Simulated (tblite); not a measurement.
# C5H12Si: the cost of one run

Computed with tblite 0.8.0 and PySCF 2.14.0; each step states its level. No surroundings beyond the atoms listed, unless a continuum is named. Atoms count from 0, parts from 1.

## 1. The system as given

18 atoms, charge 0, multiplicity 1; geometry: distance geometry start.

## 2. Geometry optimisation with GFN2-xTB

What the job is given:

```
{"job": {"kind": "relax", "xc": "GFN2-xTB", "basis": "xTB"}, "charge": 0, "multiplicity": 1}
C      0.099337     2.324288    -0.351147
Si     0.226865     0.727678     0.527624
C      1.996690     0.274648     0.750671
C     -0.628489    -0.598986    -0.433877
C     -0.581666     0.889036     2.167027
C     -0.539794    -0.312393     3.033211
H     -0.715480     2.871359     0.000454
H     -0.017026     2.139859    -1.387242
H      0.972634     2.891196    -0.196015
H      2.511979     1.116985     1.114135
H      2.054376    -0.519529     1.421859
H      2.394791    -0.011906    -0.113623
H      0.062987    -1.328931    -0.708433
H     -1.055626    -0.160707    -1.305164
H     -1.380469    -0.992578     0.136490
H     -1.484129     1.405588     2.200058
H      0.340645    -0.440077     3.587814
H     -0.957966    -1.162549     2.640120
```

Level: GFN2-xTB geometry optimisation, gas phase.

On the command line:

```console
$ OMP_NUM_THREADS=1 python cluster_run.py task.json out
```

This one command runs all jobs of the session in turn.

Q: Estimate the wall time of this first job on 1 thread of AMD EPYC 9R45, shared host.

About 2.7 s.
